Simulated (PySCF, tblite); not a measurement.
# C₄H₁₂B₂O₂Si: geometry, infrared bands and NMR shifts

What infrared bands and NMR shifts should C₄H₁₂B₂O₂Si (`CB(C)[Si]1(B(O)O)CC1`) show?

The runs use tblite 0.8.0 and PySCF 2.14.0, with density-fitted response routines of our own; the level of theory stands in each step. All values are computed, except where a source is named. Atoms are numbered from 0 throughout.

## Step 1: The starting structure

21 atoms, charge 0, multiplicity 1; geometry from: force field or distance geometry start.

Bonds of the start (Å): C0–B1 1.58, B1–C2 1.60, B1–Si3 1.95, Si3–B4 1.91, B4–O5 1.46, B4–O6 1.48, Si3–C7 1.84, C7–C8 1.50, C8–Si3 1.88, C0–H9 1.09, C0–H10 1.12, C0–H11 1.11, C2–H12 1.11, C2–H13 1.12, C2–H14 1.10, O5–H15 1.01, O6–H16 0.99, C7–H17 1.13, C7–H18 1.09, C8–H19 1.11, C8–H20 1.11.

## Step 2: Optimising the geometry with GFN2-xTB

Job settings and geometry (Å):

```
{"job": {"kind": "relax", "xc": "GFN2-xTB", "basis": "xTB"}, "charge": 0, "multiplicity": 1}
C     -1.593800     1.524200    -1.127800
B     -1.087400     0.779400     0.169800
C     -2.192900    -0.009300     1.011700
Si     0.585700    -0.208400     0.004200
B      2.264900     0.679100     0.160700
O      3.072400     0.561400     1.370600
O      2.482300     1.901100    -0.641800
C      0.384800    -1.817000    -0.864400
C      0.650600    -1.994700     0.602200
H     -1.035200     1.235000    -2.018600
H     -2.682300     1.352700    -1.307500
H     -1.458600     2.616600    -0.985200
H     -2.980200     0.667200     1.417700
H     -2.632400    -0.817700     0.373000
H     -1.644800    -0.513500     1.826400
H      2.816000     1.270300     2.040100
H      3.089300     1.635800    -1.382400
H     -0.671200    -2.088800    -1.160300
H      1.144500    -2.075100    -1.603000
H     -0.174800    -2.275700     1.293900
H      1.654100    -2.405600     0.820100
```

The run is started by

```console
$ OMP_NUM_THREADS=1 python probes_run.py task.json out
```

One launch serves the whole session: the jobs run in the order shown.

**Question.** This job is followed by: GFN2-xTB harmonic vibrations, gas phase; GIAO PBE0/pcSseg-1 NMR shielding, non-relativistic, gas phase. What will the session give for the following? strongest single infrared mode (GFN2-xTB); zero-point energy (GFN2-xTB); 13C shifts against TMS (PBE0/pcSseg-1, means over atoms taken as alike); 1H shifts against TMS (PBE0/pcSseg-1, means over atoms taken as alike); 11B shifts against BF3·OEt2 (PBE0/pcSseg-1); 29Si shifts against TMS (PBE0/pcSseg-1); 17O shifts against H2O (PBE0/pcSseg-1, means over atoms taken as alike); surface potential, 1st and 99th percentile.

The runs gave:

| quantity | value |
| --- | --- |
| strongest single infrared mode (GFN2-xTB) | 1211 cm⁻¹, 355 km/mol |
| zero-point energy (GFN2-xTB) | 102.6 kcal/mol |
| 13C shifts against TMS (PBE0/pcSseg-1, means over atoms taken as alike) | 21.2, 8.3 ppm |
| 1H shifts against TMS (PBE0/pcSseg-1, means over atoms taken as alike) | 4.45, 1.28, 1.07, 0.70 ppm |
| 11B shifts against BF3·OEt2 (PBE0/pcSseg-1) | 108.5, 32.4 ppm |
| 29Si shifts against TMS (PBE0/pcSseg-1) | -202.0 ppm |
| 17O shifts against H2O (PBE0/pcSseg-1, means over atoms taken as alike) | 145.3 ppm |
| surface potential, 1st and 99th percentile | -1.10 V and 2.22 V |

What this shows: Over 204 steps the energy fell by 2.397 eV; of the close pairs, B4–O6 changed most, 1.478 to 1.364 Å. No mode is imaginary among the 57: a minimum at this level. The strongest single mode, at 1211 cm⁻¹, moves mainly B4. Unscaled tight-binding wavenumbers are off by several per cent, some by more. Its intensities can rank the bands wrongly. At PBE0/pcSseg-1: The largest span, 442 ppm, is at Si3, where the paramagnetic term is -335 ppm. By nearest atom (PBE0/pcSseg-1), the HOMO sits on Si3 34 %; C7, C8 about 19 % each and the LUMO on B1 45 %; Si3 11 %.
